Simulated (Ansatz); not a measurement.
# The Cu+ ion: a ladder of functionals and wavefunction methods

The task here is to estimate one member of a computed series from the others.

The runs use Ansatz 0.2.0, Gaussian basis; functionals in def2-TZVPP, the program's frozen cores in correlated methods.

Plan: LDA (SPW92), PBE, revPBE, BLYP, r2SCAN, B97M-V, PBE0, B3LYP, r2SCANh, r2SCAN0, HSE06, BHLYP, CAM-B3LYP, LC-ωPBE, ωB97X-V, ωB97M-V, B2PLYP, PBE-QIDH; CCSD(T)/def2-SVP; CCSD(T)/def2-TZVPP; CCSD(T)/def2-QZVPP; extrapolation to the limit; RPA on PBE.

## The atom

SMILES `[Cu+]`, 1 atom, charge 1, spin multiplicity 1.

Set-up of the first run:

in.yaml reads:

```yaml
crystal:
  periodic: [false, false, false]
  atoms:
    - {symbol: Cu, position_ang: [0.000000, 0.000000, 0.000000]}
basis:
  gaussian: {orbitals: def2-TZVPP}
total_charge: 1
hamiltonian: {xc: lda}
output: {orbitals: {seedname: orbitals}}
```

Steps of the session up to this table: LDA; PBE (GGA); revPBE (GGA); BLYP (GGA); r2SCAN (meta-GGA); B97M-V (meta-GGA); PBE0 (hybrid); B3LYP (hybrid); r2SCANh (hybrid); r2SCAN0 (hybrid); HSE06 (hybrid); BHLYP (hybrid); CAM-B3LYP (range-separated); LC-ωPBE (range-separated); ωB97X-V (range-separated); ωB97M-V (range-separated); B2PLYP (double hybrid); PBE-QIDH (double hybrid).

One table of the session follows, with a row left open; its other results are not shown here.

It belongs to the step «Orbital energies across the functionals». Levels are read from the orbital files that the runs wrote:

```
 functional  HOMO (eV)  LUMO (eV)  gap (eV)
LDA (SPW92)     -14.14     -11.80      2.33
        PBE     -13.77     -11.54      2.22
     revPBE          ?          ?         ?
       BLYP     -13.83     -11.77      2.06
     r2SCAN     -13.77     -10.96      2.81
     B97M-V     -13.92     -11.22      2.70
       PBE0     -15.98     -10.16      5.81
      B3LYP     -15.76     -10.81      4.95
    r2SCANh     -14.67     -10.49      4.18
    r2SCAN0     -16.05      -9.82      6.23
      HSE06     -15.55     -10.54      5.01
      BHLYP     -18.33      -9.22      9.11
  CAM-B3LYP     -17.70      -9.34      8.36
    LC-ωPBE     -18.73      -7.65     11.08
    ωB97X-V     -18.53      -7.85     10.68
    ωB97M-V     -18.63      -8.15     10.48
```

**Question.** Estimate the row for revPBE.

As computed: HOMO (eV): -13.63; LUMO (eV): -11.39; gap (eV): 2.24. In the column «HOMO (eV)» it is the highest.
